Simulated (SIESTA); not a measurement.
# Ta3Ru under changes of volume

One of the cells (17.000 Å³/atom); the others are scaled copies at fixed shape and fractional positions:

```
Ta Ru
1.0
     0.00000    3.23960    3.23960
     3.23960    0.00000    3.23960
     3.23960    3.23960    0.00000
Ta Ru
3 1
Cartesian
  3.2396 3.2396 3.2396
  4.8594 4.8594 4.8594
  1.6198 1.6198 1.6198
  0.0000 0.0000 0.0000
```

The cell comes from a database or a generator and needn't be the stable form of this composition.

| Item | Value |
| --- | --- |
| Program | SIESTA 5.4.2 |
| Functional | PBEsol |
| Potentials or basis | PseudoDojo 0.4 standard (PBEsol files) |
| Basis | DZP (energy shift 0.003 Ry; two zetas on semicore shells) |
| Grid cutoff | 800 Ry |
| Energy shift | 0.003 Ry |
| k mesh | 7 × 7 × 7 |
| Occupations | fermi-dirac, width 0.05 eV |
| Spin | no spin polarisation |

```tsv
volume (Å³/atom)	energy over the lowest point (meV/atom)	pressure (GPa)
15.667	?	?
16.000	8.28	6.8
16.333	0.00	1.2
17.000	14.98	-8.1
17.333	36.36	-12.1
17.666	65.52	-15.7
```

Q: What does the run at 15.667 Å³/atom give?

A: Energy over the lowest point 28.83 meV/atom; pressure 13.1 GPa.

Worked out: A Birch-Murnaghan fit of order 3 (a polynomial in V^(-2/3)) to the other rows has its minimum at 16.42 Å³/atom with B0 = V·E''(V) = 252 GPa and B' = 4.2. It gives 28.72 meV/atom at 15.667 Å³/atom, against the run's 28.83, and -dE/dV = 13.0 GPa, against 13.1.

Energies are extrapolated to zero smearing.

Caveats: short orbitals over semicore shells can move pressures by several GPa; the basis of atomic orbitals isn't converged, which shifts pressures, moduli and gaps.
